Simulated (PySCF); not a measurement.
# C4H12Al: the cost of one run

Programs: PySCF 2.14.0, with density-fitted response routines of our own. Each step states its level of theory. These are calculated values for one molecule in the gas phase, unless marked as measured. Atoms count from 0, in the outputs and in this text.

### Step 1. Starting geometry

17 atoms, charge -1, multiplicity 1; geometry from: GFN2-xTB. The atoms were then displaced at random by about 0.03 Å, so the start is not that level's minimum.

Bonds of the start (Å): C0–Al1 2.07, Al1–C2 2.07, Al1–C3 1.96, Al1–C4 2.05, C0–H5 1.19, C0–H6 1.03, C0–H7 1.11, C2–H8 1.19, C2–H9 1.04, C2–H10 1.07, C3–H11 1.17, C3–H12 1.07, C3–H13 1.12, C4–H14 1.12, C4–H15 1.09, C4–H16 1.15.

### Step 2. Optimising the geometry at PBE0-D3(BJ)/def2-SVP

Job settings and geometry (Å):

```
{"job": {"xc": "PBE0", "basis": "def2-SVP", "d3": "d3bj", "grid": 1, "shake": 0.03, "kind": "geom"}, "charge": -1, "multiplicity": 1}
C     -0.204820    -1.356430    -1.577160
Al    -0.033690    -0.017830    -0.011030
C     -0.107190     1.905660    -0.760030
C     -1.384230    -0.252130     1.392480
C      1.769070    -0.394040     0.882570
H     -1.177840    -1.047440    -2.186670
H     -0.312760    -2.346490    -1.317770
H      0.614850    -1.201860    -2.316140
H      0.471000     2.652310    -0.037420
H     -1.067500     2.307680    -0.836110
H      0.404380     1.984080    -1.692950
H     -2.494130    -0.176610     1.045730
H     -1.510510    -1.208170     1.866280
H     -1.461530     0.486580     2.234940
H      1.895950    -1.459340     1.195860
H      2.647990    -0.081210     0.319060
H      1.908430     0.228710     1.838790
```

Run with:

```console
$ OMP_NUM_THREADS=1 python probes_run.py task.json out
```

One launch serves the whole session: the jobs run in the order shown.

Q: Estimate the wall time and peak memory of this first job on 1 thread of Intel Xeon Platinum 8259CL at 2.50GHz, shared host.

About 1.8 min, with a peak of 0.58 GiB.
